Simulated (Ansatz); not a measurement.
NiMoIrPdW:

```xyz
10
Lattice="2.7705 0.0000 0.0000 -1.3852 2.3993 0.0000 0.0000 0.0000 21.8812" Properties=species:S:1:pos:R:3 pbc="T T T"
Ni    0.0000    1.5995    0.9700
Ni    1.3852    0.7998   20.9101
Mo    1.3852    0.7998    7.4987
Mo    1.3852    0.7998   16.6997
Pd    0.0000    1.5995    9.7958
Pd    0.0000    1.5995   14.3810
Ir    0.0000    1.5995    5.2489
Ir    0.0000    1.5995   18.8288
W     1.3852    0.7998    2.9859
W     1.3852    0.7998   12.0872
```

The cell was built by a generator and needn't be a form met in nature.

```yaml
Program: Ansatz 0.2.0
Task: relaxation of cell and atoms
Functional: PBE
Dispersion: D3(BJ)-ATM
Potentials_or_basis: Ansatz PAW
Cutoff: "420 eV (not typed: the program's choice for these potentials)"
k_mesh: 8 × 8 × 1
Occupations: fermi-dirac, width 0.05 eV
Spin: collinear spin, ferromagnetic start
Starting_moments: "[1.0, 1.0, 1.0, 1.0, 0.0, 0.0, 0.6, 0.6, 0.0, 0.0] μB"
```

At the start: volume 14.54 Å³/atom.

Task: Where does the relaxation end?

Result: It ends after 6 steps and the volume is 14.24 Å³/atom (-2.1 %); space group P3m1 (No. 156, to 0.05 Å); moment 0.00 μB per cell.

Step by step:
```
step  energy change (eV)  largest force (eV/Å)  volume (Å³)
   1              0.0000                0.1726       145.45
   2             -0.0545                0.0459       142.73
   3             -0.0552                0.0349       142.48
   4             -0.0554                0.0217       142.43
   5             -0.0554                0.0013       142.44
   6             -0.0542                0.0013       142.44
```

Final structure:
```xyz
10
Lattice="2.7491 0.0000 0.0000 -1.3746 2.3808 0.0000 0.0000 0.0000 21.7621" Properties=species:S:1:pos:R:3 pbc="T T T"
Ni    0.0000    1.5872    0.9695
Ni    1.3746    0.7936   20.7982
Mo    1.3746    0.7936    7.4537
Mo    1.3746    0.7936   16.5952
Pd    0.0000    1.5872    9.7350
Pd    0.0000    1.5872   14.3002
Ir    0.0000    1.5872    5.2300
Ir    0.0000    1.5872   18.7293
W     1.3746    0.7936    2.9813
W     1.3746    0.7936   12.0180
```

Caveat: the plane-wave basis is chosen anew once the cell has moved, so the energies of steps on either side of that aren't comparable; pairwise dispersion overbinds metals, which lowers pressure and volume; the starting moments weren't kept.
